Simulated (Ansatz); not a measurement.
# KO2S: the cost of one run

Program: Ansatz 0.2.0, Gaussian basis. Level of theory: PBE0-D4/def2-SVP. These are calculated values, not measurements.

### Step 1. The starting structure

The start, a pair relaxed at PBE0-D4: SMILES `[K+].O=S=O`, 4 atoms, charge 1, spin multiplicity 1.

Atoms are counted from 1 here; the program's logs count them from 0.

Bond lengths: K1–O2 2.973 Å, K1–S3 3.485 Å, K1–O4 2.964 Å, O2–S3 1.438 Å, S3–O4 1.438 Å. Angles: O2–K1–S3 24.1°, O2–K1–O4 48.1°, S3–K1–O4 24.1°, K1–O2–S3 98.3°, K1–S3–O2 57.6°, K1–S3–O4 57.2°, O2–S3–O4 114.8°, K1–O4–S3 98.8°.

As a file:

```xyz
4
charge 1, multiplicity 1
K    -0.1530    0.5368   -2.1555
O    -0.6778    0.8212    0.7575
S     0.0893   -0.3038    1.2183
O     0.7415   -1.0541    0.1796
```

### Step 2. The run

Input file md/in.yaml:

```yaml
crystal:
  periodic: [false, false, false]
  atoms:
    - {symbol: K, position_ang: [-0.153019, 0.536809, -2.155453]}
    - {symbol: O, position_ang: [-0.677835, 0.821214, 0.757511]}
    - {symbol: S, position_ang: [0.089324, -0.303807, 1.218326]}
    - {symbol: O, position_ang: [0.741529, -1.054116, 0.179617]}
basis:
  gaussian: {orbitals: def2-SVP}
total_charge: 1
hamiltonian: {xc: pbe0, dispersion: d4}
md: {n_steps: 60, timestep: 1.0, temperature: 500, ensemble: nvt_nose_hoover, seed: 719, initial_velocities: maxwell_boltzmann}
```

The run is started by

```console
ansatz run in.yaml --threads 2 --pin off --events-out ev --progress --plain --max-ram 5222MiB
```

**Question.** How long does this run take on 2 threads of Intel Xeon 6975P-C, shared host?

About 51 s.
